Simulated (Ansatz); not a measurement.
# C2H5AlO: vertical ionisation energy

The task here is to estimate one member of a computed series from the others.

Computed with Ansatz 0.2.0, Gaussian basis. Level: unrestricted cation, the program's frozen cores in correlated methods.

Plan: UKS PBE-D4/def2-TZVPP; UKS r2SCAN-D4/def2-TZVPP; UKS PBE0-D4/def2-TZVPP; UKS B3LYP-D4/def2-TZVPP; UKS wB97X-V/def2-TZVPP; UKS wB97M-V/def2-TZVPP; UKS B2PLYP/def2-TZVPP; UHF-CCSD(T)/def2-TZVPP; UHF-MP2/def2-QZVPP; extrapolation to the limit; then −ε(HOMO) from the neutral's earlier runs with LDA (SPW92), PBE-D4, revPBE-D4, BLYP-D4, r2SCAN-D4, B97M-V, PBE0-D4, B3LYP-D4, r2SCANh-D4, r2SCAN0-D4, HSE06-D4, BHLYP-D4, CAM-B3LYP-D4, LC-ωPBE, ωB97X-V, ωB97M-V.

**The geometry**

The geometry comes from an earlier relaxation with PBE0-D4 in a triple-zeta def2 set; it is a stationary point, not always the lowest conformer.

SMILES `[CH3][Al]1[CH2][O]1`, 9 atoms, charge 0, spin multiplicity 1.

Atoms are counted from 1 here; the program's logs count them from 0.

Bond lengths: C1–Al2 1.934 Å, C1–H5 1.093 Å, C1–H6 1.091 Å, C1–H7 1.094 Å, Al2–C3 1.883 Å, Al2–O4 1.707 Å, C3–O4 1.488 Å, C3–H8 1.091 Å, C3–H9 1.091 Å. Angles: Al2–C1–H5 110.3°, Al2–C1–H6 112.2°, Al2–C1–H7 110.1°, H5–C1–H6 108.5°, H5–C1–H7 107.6°, H6–C1–H7 108.1°, C1–Al2–C3 171.7°, C1–Al2–O4 139.6°, C3–Al2–O4 48.7°, Al2–C3–O4 59.5°, Al2–C3–H8 123.8°, Al2–C3–H9 123.8°, O4–C3–H8 112.4°, O4–C3–H9 112.4°, H8–C3–H9 110.7°, Al2–O4–C3 71.8°.

As a file:

```xyz
9
C2H5AlO
C    -0.67085    1.32019   -1.08151
Al    0.05135   -0.07666    0.04416
C     0.67873   -1.28021    1.34933
O     0.78934   -1.60953   -0.09789
H     0.03971    1.57500   -1.87210
H    -0.90020    2.22597   -0.51747
H    -1.59118    0.97678   -1.56207
H     0.03854   -1.98049    1.88768
H     1.65317   -1.19735    1.83277
```

Set-up of the first run:

Contents of in.yaml:

```yaml
crystal:
  periodic: [false, false, false]
  atoms:
    - {symbol: C, position_ang: [-0.670851, 1.320193, -1.081511]}
    - {symbol: Al, position_ang: [0.051345, -0.076663, 0.044160]}
    - {symbol: C, position_ang: [0.678725, -1.280205, 1.349332]}
    - {symbol: O, position_ang: [0.789341, -1.609532, -0.097895]}
    - {symbol: H, position_ang: [0.039713, 1.575000, -1.872095]}
    - {symbol: H, position_ang: [-0.900203, 2.225968, -0.517471]}
    - {symbol: H, position_ang: [-1.591178, 0.976783, -1.562074]}
    - {symbol: H, position_ang: [0.038540, -1.980490, 1.887682]}
    - {symbol: H, position_ang: [1.653168, -1.197355, 1.832773]}
basis:
  gaussian: {orbitals: def2-TZVPP}
total_charge: 1
magnetization: {spin_polarized: true, initial_magnetization: 1}
hamiltonian: {xc: pbe, dispersion: d4}
```

Among the steps run: Cation, UKS PBE-D4/def2-TZVPP; Cation, UKS r2SCAN-D4/def2-TZVPP; Cation, UKS PBE0-D4/def2-TZVPP; Cation, UKS B3LYP-D4/def2-TZVPP; Cation, UKS wB97X-V/def2-TZVPP; Cation, UKS wB97M-V/def2-TZVPP; Cation, UKS B2PLYP (frozen core)/def2-TZVPP; Cation, UHF-CCSD(T)/def2-TZVPP; Cation, UHF-MP2/def2-QZVPP.

One table of the session follows, with a row left open; its other results are not shown here.

It belongs to the step «Ionisation energies side by side». Orbital estimates, from the neutral's runs:

```
  functional  −ε(HOMO) (eV)
 LDA (SPW92)           5.15
      PBE-D4           4.99
   revPBE-D4           4.92
     BLYP-D4           4.88
   r2SCAN-D4           5.18
      B97M-V           5.22
     PBE0-D4           6.21
    B3LYP-D4           6.02
  r2SCANh-D4           5.64
  r2SCAN0-D4           6.35
    HSE06-D4           5.81
    BHLYP-D4              ?
CAM-B3LYP-D4           7.59
     LC-ωPBE           8.91
     ωB97X-V           8.56
     ωB97M-V           8.45
```

**Question.** Estimate the row for BHLYP-D4.

Worked estimate for «−ε(HOMO) (eV)». Against the share of exact exchange, BLYP-D4 (0, 4.88), B3LYP-D4 (0.2, 6.02) give a slope of 5.70 per unit share; at 0.5 the line stands at 7.73.

**Answer.** −ε(HOMO) (eV): 7.37. In «−ε(HOMO) (eV)» the line misses by +0.36.

Caveats from the session: The cation may have settled in a state other than its lowest; no search over hole states beyond the program's own was made.
